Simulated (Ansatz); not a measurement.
CH3Cl2Si, SMILES [CH2][SiH](Cl)Cl, a polarisability from point charges

Program: Ansatz 0.2.0 through its Python package.

The cells in order, each with its output:

```python
import ansatz as az
from ase import Atoms
import numpy as np
```

```python
params = {
    'basis_set': 'def2-SVP',
    'functional': 'PBE',
    'dispersion': 'd4',
}

atoms = Atoms(['C', 'Si', 'Cl', 'Cl', 'H', 'H', 'H'], positions=[
    (-0.6307, 0.8223, 0.1933),
    (0.4751, -0.4985, 0.0558),
    (1.4513, -0.1633, -1.6963),
    (-0.6115, -2.1311, -0.2284),
    (-1.3796, 1.0398, -0.6377),
    (-0.6681, 1.516, 1.0552),
    (1.4248, -0.6531, 1.2124),
])
mol = az.Crystal.molecule_from_ase(atoms)
```

```python
calc = (
    mol.calculation()
    .basis(gaussian=params['basis_set'])
    .functional(params['functional'], dispersion=params['dispersion'])
    .spin('collinear', total=1)
    .forces()
)
# charges +q and -q at -R and +R make a nearly even field 2 k q / R^2 at the centre
centre = np.mean([site.position_ang for site in mol.cartesian_sites], axis=0)
field = 2 * 14.399645 * 2.0 / 30.0 ** 2
```

```python
def dipole(axis, sign):
    arm = 30.0 * np.eye(3)[axis]
    pair = [{'charge': sign * 2.0, 'position_ang': (centre - arm).tolist()}, {'charge': -sign * 2.0, 'position_ang': (centre + arm).tolist()}]
    deck = calc.input().set(az.key.basis.gaussian.point_charges, pair)
    return np.array(az.Session.from_dict(deck).plan().execute().report['charge_distribution']['dipole_moment_e_ang'])
```

```python
print(f'field {field:.4f} V/A')
alpha = np.array([(dipole(axis, 1) - dipole(axis, -1)) / (2 * field) * 14.399645 for axis in range(3)])
print('polarisability tensor (A^3)')
print(np.array2string(alpha, precision=3, suppress_small=True))
print(f'mean {np.trace(alpha) / 3:.3f} A^3 = {np.trace(alpha) / 3 / 0.14818471:.2f} bohr^3')
```

    field 0.0640 V/A
    polarisability tensor (A^3)
    [[ 7.035  0.083 -0.481]
     [ 0.101  7.564  0.242]
     [-0.492  0.234  7.291]]
    mean 7.297 A^3 = 49.24 bohr^3

Caveats:
- These settings explore the input space; basis and method may be short of convergence.
- The geometry is a force-field or estimated start, not a minimum of this method, and the basis set is short of its limit. The field of two point charges is only nearly even.
- The species is open-shell (spin multiplicity 2).
- Without diffuse functions polarisabilities are unreliable, as a rule too low, and they change with the bond lengths of this unrelaxed start.
- Wall time of the script: 25 s on 1 thread of Arm Neoverse V1, with other jobs on the host, peak memory 0.21 GiB.

(Lines on the test bed's own set-up are left out of the output.)
